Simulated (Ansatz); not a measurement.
## C2H6SiTe, SMILES C=C[Te][SiH3]: a ladder of methods at one geometry, step by step

With Ansatz's Python interface.

At the Python prompt:
```pycon
>>> import ansatz
>>> from ase import Atoms
>>> atoms = Atoms(["C", "C", "Te", "Si", "H", "H", "H", "H", "H", "H"], positions=[
...     [-0.7589, 1.2484, -1.2654],
...     [0.404, 1.1011, -0.7674],
...     [0.6614, 1.0159, 1.3182],
...     [0.3771, -1.4289, 1.2758],
...     [-0.9439, 1.3288, -2.3702],
...     [-1.6678, 1.42, -0.6268],
...     [1.2901, 0.9925, -1.4203],
...     [-1.0009, -1.6886, 0.7349],
...     [1.3139, -2.0582, 0.4589],
...     [0.4081, -1.9823, 2.6652],
... ])
>>> geometry = ansatz.Crystal.molecule_from_ase(atoms)
>>> model = geometry.calculation().basis(gaussian="def2-SVP")
>>> methods = ["mp2", "ccsd", "ccsd_t"]
>>> reports = [model.correlation(m).run(threads=1).report for m in methods]
>>> print(f"Hartree-Fock reference {reports[0]['reference_energy_ev'] / 27.211386246:.6f} Ha")
Hartree-Fock reference -634.968857 Ha
>>> best = reports[-1]["free_energy_ev"] - reports[-1]["reference_energy_ev"]
>>> for method, each in zip(methods, reports):
...     gained = each["free_energy_ev"] - each["reference_energy_ev"]
...     print(f"{method:8s} total {each['free_energy_ev'] / 27.211386246:.6f} Ha  correlation {gained:9.4f} eV  ({100 * gained / best:.1f} % of the last)")
...
mp2      total -635.457685 Ha  correlation  -13.3017 eV  (87.3 % of the last)
ccsd     total -635.510606 Ha  correlation  -14.7417 eV  (96.7 % of the last)
ccsd_t   total -635.529021 Ha  correlation  -15.2428 eV  (100.0 % of the last)
```

Total energies depend on the basis set; only differences at equal settings carry meaning. The geometry is a force-field or estimated start, not a minimum of this method, and the basis set is short of its limit. A lower total doesn't mark the better method: functionals have no common bound, and MP2 and coupled cluster aren't variational. def2 sets replace the cores of elements past krypton by effective core potentials. Inner cores stay frozen; a filled d shell under the valence of the heavier atoms is correlated with it. It ran for 29 s on 1 thread of Arm Neoverse V1, on a shared host, peak memory 0.54 GiB.
